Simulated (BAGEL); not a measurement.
**VClOF2 (SMILES [O]=[V]([F])([F])[Cl]): levels of theory compared**

Aim: a comparison of 4 runs (B3LYP/def2-SVP, PBE0/def2-SVP, B3LYP/6-31G*, RI-MP2/def2-SVP) of VClOF2. 

The results are computed with BAGEL 1.2.2.

8 further runs of the same task are left out: 5 that didn't finish, 3 set aside as unsound or not needed.

**1. The molecule**

The species is VClOF2 (5 atoms), meant as a singlet with charge 0. As SMILES, `[O]=[V]([F])([F])[Cl]`. The shape is that of a PBE0-D4/def2-TZVP optimisation.

Bond lengths: O1–V2 1.540 Å, V2–F3 1.712 Å, V2–F4 1.711 Å, V2–Cl5 2.130 Å. Angles: O1–V2–F3 108.5°, O1–V2–F4 108.5°, O1–V2–Cl5 108.3°, F3–V2–F4 110.9°, F3–V2–Cl5 110.3°, F4–V2–Cl5 110.3°.

**2. The energy at B3LYP/def2-SVP (density fitting with qzvpp-jkfit) (run 1)**

input.json reads:

```json
{ "bagel" : [

{
  "title" : "molecule",
  "basis" : "svp",
  "df_basis" : "qzvpp-jkfit",
  "angstrom" : "true",
  "geometry" : [
    { "atom" : "O", "xyz" : [       0.973900,      -0.657300,       1.074200 ] },
    { "atom" : "V", "xyz" : [      -0.013900,      -0.094100,       0.035200 ] },
    { "atom" : "F", "xyz" : [      -1.498900,       0.236200,       0.819500 ] },
    { "atom" : "F", "xyz" : [      -0.222300,      -1.256700,      -1.203400 ] },
    { "atom" : "Cl", "xyz" : [       0.811100,       1.698400,      -0.767000 ] }
  ]
},

{ "title" : "ks", "xc_func" : "b3lyp" },

{ "title" : "print", "file" : "orbitals.molden", "orbitals" : "true" }

]}
```

Command:

```sh
$ BAGEL_NUM_THREADS=1 BAGEL input.json > input.out
```

Log:

```text
* using 1 threads per process

  ===============================================================
  ===============================================================

  *** Geometry ***

  { "atom" : "O", "xyz" : [      1.840404,     -1.242117,      2.029944 ] },
  { "atom" : "V", "xyz" : [     -0.026267,     -0.177823,      0.066518 ] },
  { "atom" : "F", "xyz" : [     -2.832510,      0.446353,      1.548631 ] },
  { "atom" : "F", "xyz" : [     -0.420086,     -2.374819,     -2.274096 ] },
  { "atom" : "Cl", "xyz" : [      1.532757,      3.209511,     -1.449420 ] },

  Number of auxiliary basis functions:      623

  Since a DF basis is specified, we compute 2- and 3-index integrals:
    o Being stored without compression. Storage requirement is 0.041 GB

  Number of basis functions:       91
  Number of electrons      :       66

    * METHOD: MOLECULE                             0.43

  *** Kohn-Sham DFT ***

    * Removing 9116 points whose weight is below 1.00e-10
    * Grid points: 65414

  === Nuclear Repulsion ===
   407.6668378414

       - DIIS with orbital gradients will be used.

  === KS iteration (b3lyp / svp) ===
      0      -1543.94565886          0.16414211           0.39
      1      -1594.33008772          0.19179317           0.36
      2      -1534.17461226          0.22239634           0.36
      3      -1675.71804017          0.05968255           0.36
      4      -1672.72969281          0.10713240           0.36
      5      -1677.84786165          0.03714135           0.36
      6      -1678.05862474          0.04124221           0.36
      7      -1678.63287936          0.02194113           0.36
      8      -1678.60331756          0.02428283           0.36
      9      -1678.76206608          0.01356443           0.36
     10      -1678.85259781          0.00202904           0.36
     11      -1678.85429548          0.00065048           0.36
     12      -1678.85455813          0.00017201           0.36
     13      -1678.85457280          0.00002810           0.36
     14      -1678.85457318          0.00001471           0.36
     15      -1678.85457330          0.00000580           0.36
     16      -1678.85457333          0.00000123           0.36
     17      -1678.85457333          0.00000099           0.36
     18      -1678.85457333          0.00000076           0.36
     19      -1678.85457333          0.00000041           0.36
     20      -1678.85457333          0.00000018           0.36
     21      -1678.85457333          0.00000016           0.36
     22      -1678.85457333          0.00000003           0.36
     23      -1678.85457333          0.00000001           0.36
     24      -1678.85457333          0.00000003           0.36
     25      -1678.85457333          0.00000001           0.36
    * SCF iteration converged.

    * Permanent dipole moment:
           (   -0.003578,    -0.176047,     0.127847) a.u.

    * METHOD: KS                                   9.72

    * METHOD: PRINT                                0.02

  ===============================================================
```

It took 11 s on 1 thread of Arm Neoverse V1, shared host; peak memory 0.35 GiB.

**3. The energy at PBE0/def2-SVP (density fitting with qzvpp-jkfit) (run 2)**

input.json reads:

```json
{ "bagel" : [

{
  "title" : "molecule",
  "basis" : "svp",
  "df_basis" : "qzvpp-jkfit",
  "angstrom" : true,
  "geometry" : [
    { "atom" : "O", "xyz" : [    0.973900,   -0.657300,    1.074200 ] },
    { "atom" : "V", "xyz" : [   -0.013900,   -0.094100,    0.035200 ] },
    { "atom" : "F", "xyz" : [   -1.498900,    0.236200,    0.819500 ] },
    { "atom" : "F", "xyz" : [   -0.222300,   -1.256700,   -1.203400 ] },
    { "atom" : "Cl", "xyz" : [    0.811100,    1.698400,   -0.767000 ] }
  ]
},
{ "title" : "ks", "xc_func" : "pbe0" },
{ "title" : "print", "file" : "orbitals.molden", "orbitals" : true }

]}
```

Command:

```sh
$ BAGEL_NUM_THREADS=1 BAGEL input.json > input.out
```

Log:

```text
* using 1 threads per process

  ===============================================================
  ===============================================================

  *** Geometry ***

  { "atom" : "O", "xyz" : [      1.840404,     -1.242117,      2.029944 ] },
  { "atom" : "V", "xyz" : [     -0.026267,     -0.177823,      0.066518 ] },
  { "atom" : "F", "xyz" : [     -2.832510,      0.446353,      1.548631 ] },
  { "atom" : "F", "xyz" : [     -0.420086,     -2.374819,     -2.274096 ] },
  { "atom" : "Cl", "xyz" : [      1.532757,      3.209511,     -1.449420 ] },

  Number of auxiliary basis functions:      623

  Since a DF basis is specified, we compute 2- and 3-index integrals:
    o Being stored without compression. Storage requirement is 0.041 GB

  Number of basis functions:       91
  Number of electrons      :       66

    * METHOD: MOLECULE                             0.43

  *** Kohn-Sham DFT ***

    * Removing 9116 points whose weight is below 1.00e-10
    * Grid points: 65414

  === Nuclear Repulsion ===
   407.6668378414

       - DIIS with orbital gradients will be used.

  === KS iteration (pbe0 / svp) ===
      0      -1543.52478684          0.16374616           0.39
      1      -1594.82825970          0.18848339           0.36
      2      -1534.73890696          0.22473777           0.35
      3      -1675.10675250          0.05816746           0.35
      4      -1672.45295026          0.10870144           0.36
      5      -1677.58207411          0.02891648           0.36
      6      -1676.86131257          0.05450249           0.36
      7      -1678.14097012          0.00833757           0.35
      8      -1678.07397433          0.01444382           0.35
      9      -1678.18654559          0.00058525           0.35
     10      -1678.18673924          0.00021623           0.36
     11      -1678.18676929          0.00012327           0.36
     12      -1678.18678628          0.00003740           0.36
     13      -1678.18678674          0.00002133           0.36
     14      -1678.18678697          0.00000898           0.36
     15      -1678.18678703          0.00000133           0.35
     16      -1678.18678703          0.00000153           0.35
     17      -1678.18678703          0.00000055           0.36
     18      -1678.18678703          0.00000086           0.36
     19      -1678.18678703          0.00000018           0.36
     20      -1678.18678703          0.00000020           0.37
     21      -1678.18678703          0.00000003           0.37
     22      -1678.18678703          0.00000002           0.37
     23      -1678.18678703          0.00000001           0.36
    * SCF iteration converged.

    * Permanent dipole moment:
           (   -0.001008,    -0.150442,     0.110583) a.u.

    * METHOD: KS                                   8.93

    * METHOD: PRINT                                0.02

  ===============================================================
```

Wall time 9.6 s (1 thread of Arm Neoverse V1, shared host); peak memory 0.35 GiB.

Run 3 isn't shown in full; the table further down has it.

**4. A single-point energy at RI-MP2/def2-SVP (density fitting with qzvpp-jkfit) (run 4)**

job.json reads:

```json
{ "bagel": [

{
  "title": "molecule",
  "basis": "svp",
  "df_basis": "qzvpp-jkfit",
  "angstrom": true,
  "geometry": [
    { "atom": "O", "xyz": [    0.973900,   -0.657300,    1.074200 ] },
    { "atom": "V", "xyz": [   -0.013900,   -0.094100,    0.035200 ] },
    { "atom": "F", "xyz": [   -1.498900,    0.236200,    0.819500 ] },
    { "atom": "F", "xyz": [   -0.222300,   -1.256700,   -1.203400 ] },
    { "atom": "Cl", "xyz": [    0.811100,    1.698400,   -0.767000 ] }
  ]
},
{
  "title": "hf"
},
{
  "title": "mp2",
  "ncore": 13
}

]}
```

Command:

```sh
$ BAGEL_NUM_THREADS=1 BAGEL job.json > job.out
```

Log:

```text
* using 1 threads per process

  ===============================================================
  ===============================================================

  *** Geometry ***

  { "atom" : "O", "xyz" : [      1.840404,     -1.242117,      2.029944 ] },
  { "atom" : "V", "xyz" : [     -0.026267,     -0.177823,      0.066518 ] },
  { "atom" : "F", "xyz" : [     -2.832510,      0.446353,      1.548631 ] },
  { "atom" : "F", "xyz" : [     -0.420086,     -2.374819,     -2.274096 ] },
  { "atom" : "Cl", "xyz" : [      1.532757,      3.209511,     -1.449420 ] },

  Number of auxiliary basis functions:      623

  Since a DF basis is specified, we compute 2- and 3-index integrals:
    o Being stored without compression. Storage requirement is 0.041 GB

  Number of basis functions:       91
  Number of electrons      :       66

    * METHOD: MOLECULE                             0.43

  *** RHF ***

  === Nuclear Repulsion ===
   407.6668378414

      * DIIS with orbital gradients will be used.

  === RHF iteration (svp) ===
      0      -1674.73662563          0.03519043           0.14
      1      -1667.10915490          0.13340566           0.13
      2      -1675.57640955          0.01130031           0.14
      3      -1675.63267291          0.00521244           0.14
      4      -1675.64566151          0.00192973           0.14
      5      -1675.64796683          0.00057185           0.14
      6      -1675.64836031          0.00022198           0.14
      7      -1675.64855829          0.00016427           0.14
      8      -1675.64872434          0.00006777           0.14
      9      -1675.64874697          0.00003611           0.14
     10      -1675.64875376          0.00001980           0.14
     11      -1675.64875506          0.00001353           0.14
     12      -1675.64875548          0.00000688           0.14
     13      -1675.64875561          0.00000559           0.14
     14      -1675.64875569          0.00000287           0.14
     15      -1675.64875573          0.00000183           0.14
     16      -1675.64875574          0.00000124           0.14
     17      -1675.64875575          0.00000061           0.14
     18      -1675.64875575          0.00000038           0.14
     19      -1675.64875575          0.00000026           0.14
     20      -1675.64875575          0.00000014           0.14
     21      -1675.64875575          0.00000007           0.14
     22      -1675.64875575          0.00000005           0.14
     23      -1675.64875575          0.00000004           0.14
     24      -1675.64875575          0.00000003           0.14
     25      -1675.64875575          0.00000002           0.14
     26      -1675.64875575          0.00000002           0.14
     27      -1675.64875575          0.00000001           0.14
    * SCF iteration converged.

    * Permanent dipole moment:
           (   -0.102821,    -0.205736,     0.087184) a.u.

    * METHOD: HF                                   4.17

  *** RHF ***

  === Nuclear Repulsion ===
   407.6668378414

      * DIIS with orbital gradients will be used.

  === RHF iteration (svp) ===
      0      -1675.64875575          0.00000001           0.14
    * SCF iteration converged.

    * Permanent dipole moment:
           (   -0.102821,    -0.205737,     0.087185) a.u.

  === DF-MP2 calculation ===

    * freezing 13 orbitals
    * 3-index integral transformation done
    * assembly done

      MP2 correlation energy:   -1.2139790229      0.09

      MP2 total energy:       -1676.8627347707

    * METHOD: MP2                                  0.40

  ===============================================================
```

Run time: 5.4 s. Hardware: 1 thread of Arm Neoverse V1, shared host; peak memory 0.17 GiB.

**5. The series**

```
run                                                                 level  frozen core orbitals   energy (Eh)  dipole moment (D)  HOMO energy (eV)  LUMO energy (eV)  wall time
  1                     B3LYP/def2-SVP (density fitting with qzvpp-jkfit)                     –  -1678.854573               0.55             -9.63             -4.45       11 s
  2                      PBE0/def2-SVP (density fitting with qzvpp-jkfit)                     –  -1678.186787               0.47            -10.01             -4.33      9.6 s
  3  B3LYP/6-31G* (density fitting with qzvpp-jkfit, spherical functions)                     –  -1679.237166               0.34             -9.66             -4.36       11 s
  4                    RI-MP2/def2-SVP (density fitting with qzvpp-jkfit)                    13  -1676.862735                  –                 –                 –      5.4 s
```

**6. Outcome**

| quantity | value |
| --- | --- |
| run 4: total energy | -1676.86273 Eh |
| run 4: correlation energy (13 core orbitals frozen) | -1214.0 mEh |

In words: Over runs 1, 2, 3 the dipole moment (its size) runs from 0.34 D (B3LYP/6-31G*) to 0.55 D (B3LYP/def2-SVP). Over runs 1, 2, 3 the HOMO–LUMO gap runs from 5.18 eV (B3LYP/def2-SVP) to 5.69 eV (PBE0/def2-SVP). Totals of different functionals can't be ranked against each other. All runs together took 37 s, the longest 11 s.
